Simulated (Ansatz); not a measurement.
Run this with the Ansatz DFT code, driven from Python and show what comes out.

`bde.py`
```python
"""Cost of removing each kind of hydrogen from B3H5Se, fragments frozen."""

from dataclasses import dataclass

import ansatz as az


@dataclass(frozen=True)
class Options:
    basis_set: str = "def2-SVPD"
    functional: str = "PBE"


opts = Options()


def energy_of(molecule, charge=0, unpaired=0):
    calc = (
        molecule.calculation()
        .basis(gaussian=opts.basis_set)
        .functional(opts.functional)
    )
    if charge:
        calc = calc.charge(charge)
    if unpaired:
        calc = calc.spin("collinear", total=unpaired)
    return calc.run().report["free_energy_ev"]

def without(molecule, index):
    rest = az.Crystal.molecule()
    for i, site in enumerate(molecule.cartesian_sites):
        if i != index:
            rest = rest.atom(site.symbol, site.position_ang)
    return rest

geometry_ang = [
    ("B", (-0.3417, 1.0721, -1.1265)),
    ("B", (0.6081, -0.1465, -0.7376)),
    ("B", (0.2855, -1.1163, 0.5637)),
    ("Se", (-1.2074, -0.8217, 1.7656)),
    ("H", (-0.1403, 1.7778, -2.0978)),
    ("H", (-1.3487, 1.3701, -0.4915)),
    ("H", (1.5909, -0.3507, -1.3993)),
    ("H", (1.1077, -1.9788, 0.8156)),
    ("H", (-0.4656, 0.1477, 2.6907)),
]
mol = az.Crystal.molecule()
for symbol, xyz in geometry_ang:
    mol = mol.atom(symbol, xyz)

whole = energy_of(mol, 0)
hydrogen = energy_of(az.Crystal.molecule().atom("H", (0, 0, 0)), 0, 1)
print(f"E(molecule) = {whole:.5f} eV, E(H) = {hydrogen:.5f} eV")
for index in [5, 6, 7]:
    radical = energy_of(without(mol, index), 0, 1)
    print(f"H{index}: homolysis {96.485332 * (radical + hydrogen - whole):.1f} kJ/mol")
```

`python bde.py` gives:
```text
E(molecule) = -67432.73859 eV, E(H) = -13.56840 eV
H5: homolysis 312.0 kJ/mol
H6: homolysis 267.0 kJ/mol
H7: homolysis 234.7 kJ/mol
```

Total energies depend on the basis set; only differences at equal settings carry meaning. The geometry is a force-field or estimated start, not a minimum of this method, and the basis set is short of its limit. All parts are taken at fixed geometry, without zero-point energy. This functional overbinds, so such energies come out a few per cent too high (LDA far more). The spin-orbit lowering of heavy atoms is left out. Finished in 62 s on 1 thread of Arm Neoverse V1, on a shared host, peak memory 0.4 GiB.

(Lines on the test bed's own set-up are left out of the output.)
